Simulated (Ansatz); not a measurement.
# H4OSi: the cost of one run

Method: PBE0-D4/def2-TZVP structures, single points in def2-TZVPP, no counterpoise correction; program: Ansatz 0.2.0, Gaussian basis.

Levels: SPW92, PBE-D4, BLYP-D4, r2SCAN-D4, B97M-V, PBE0-D4, B3LYP-D4, r2SCAN0-D4, BHLYP-D4, CAM-B3LYP-D4, wB97X-V, wB97M-V, B2PLYP, PBE-QIDH, RPA on PBE, Hartree-Fock, MP2, CCSD, CCSD(T).

Cores are frozen in the correlated methods. B3LYP uses VWN-RPA correlation. B2PLYP carries no dispersion term here.

113 further runs of the same task are left out: 113 set aside as unsound or not needed.

### 1 Where the work starts

The complex: 11 atoms, charge 0, spin multiplicity 1.

Atoms are counted from 1 here; the program's logs count them from 0.

Bond lengths: Si1–O2 1.673 Å, Si1–H3 1.476 Å, Si1–H4 1.488 Å, Si1–H5 1.481 Å, O2–H10 0.959 Å, H6–F7 0.953 Å, H8–O9 0.976 Å, O9–H11 0.960 Å. Angles: O2–Si1–H3 105.3°, O2–Si1–H4 108.6°, O2–Si1–H5 111.3°, H3–Si1–H4 110.4°, H3–Si1–H5 112.3°, H4–Si1–H5 108.9°, Si1–O2–H10 116.5°, H8–O9–H11 106.7°.

Coordinates:

```
Si   -1.54651   -0.39501   -0.23909
O    -0.59930   -0.01316    1.08650
H    -0.76712   -1.39120   -0.99963
H    -2.82000   -0.99331    0.24554
H    -1.85774    0.80837   -1.04347
H     1.60312    0.65347   -0.98612
F     1.14332    0.80414   -1.80730
H     1.18658    0.13399    0.88974
O     2.06776    0.31181    0.50925
H    -0.98939    0.57498    1.73600
H     2.57929   -0.49398    0.60867
```

Its parts: SiH4O holds atoms 1, 2, 3, 4, 5, 10; HF holds atoms 6, 7; H2O holds atoms 8, 9, 11. Each part counts its atoms afresh in its own runs.

### 2 Relaxing SiH4O alone

relax-a/in.yaml reads:

```yaml
crystal:
  periodic: [false, false, false]
  atoms:
    - {symbol: Si, position_ang: [-1.546514, -0.395010, -0.239088]}
    - {symbol: O, position_ang: [-0.599305, -0.013163, 1.086501]}
    - {symbol: H, position_ang: [-0.767119, -1.391204, -0.999630]}
    - {symbol: H, position_ang: [-2.820001, -0.993311, 0.245543]}
    - {symbol: H, position_ang: [-1.857744, 0.808367, -1.043466]}
    - {symbol: H, position_ang: [-0.989392, 0.574982, 1.736001]}
basis:
  gaussian: {orbitals: def2-TZVP}
hamiltonian: {xc: pbe0, dispersion: d4}
relax: {f_tol: 0.005, max_steps: 200}
```

On the command line:

```console
$ ansatz run in.yaml --threads 4 --pin off --events-out ev --progress --plain --max-ram 9574MiB
```

**Question.** How long does this run take on 4 threads of Arm Neoverse V2, shared host?

About 3.3 s.
